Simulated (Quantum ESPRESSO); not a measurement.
Crystal: MnO2.

```xyz
6
Lattice="4.3960 0.0000 0.0000 0.0000 4.3960 0.0000 0.0000 0.0000 2.8710" Properties=species:S:1:pos:R:3 pbc="T T T"
Mn    0.0000    0.0000    0.0000
Mn    2.1980    2.1980    1.4355
O     1.3276    1.3276    0.0000
O     0.8704    3.5256    1.4355
O     3.0684    3.0684    0.0000
O     3.5256    0.8704    1.4355
```

Base run:

- Program: Quantum ESPRESSO 7.5
- Functional: LDA
- Potentials or basis: GBRV 1.5 LDA
- Cutoff: 612 eV
- Density cutoff: 4898 eV
- k mesh: 4 × 4 × 7
- Occupations: gaussian, width 0.05 eV
- Spin: collinear spin, ferromagnetic start
- Starting moments: [3.0, 3.0, 0.0, 0.0, 0.0, 0.0] μB
- Hubbard terms: Mn d U = 4 eV

Its results: band gap on the k mesh none (metal or under the smearing width); pressure -4.8 GPa; net moment 6.02 μB per cell; site moments Mn +2.66; O -0.05 μB; largest force 0.518 eV/Å.

Task: The run is repeated on the same cell with these changes: hubbard terms from Mn d U = 4 eV to Mn d U = 8 eV. What comes out?

Result: Band gap on the k mesh none (metal or under the smearing width); pressure 11.5 GPa; net moment 6.02 μB per cell; site moments Mn +3.13; O -0.30 μB; largest force 0.220 eV/Å.

Caveats: only a ferromagnetic start was run, and an antiferromagnetic order may lie lower in energy.
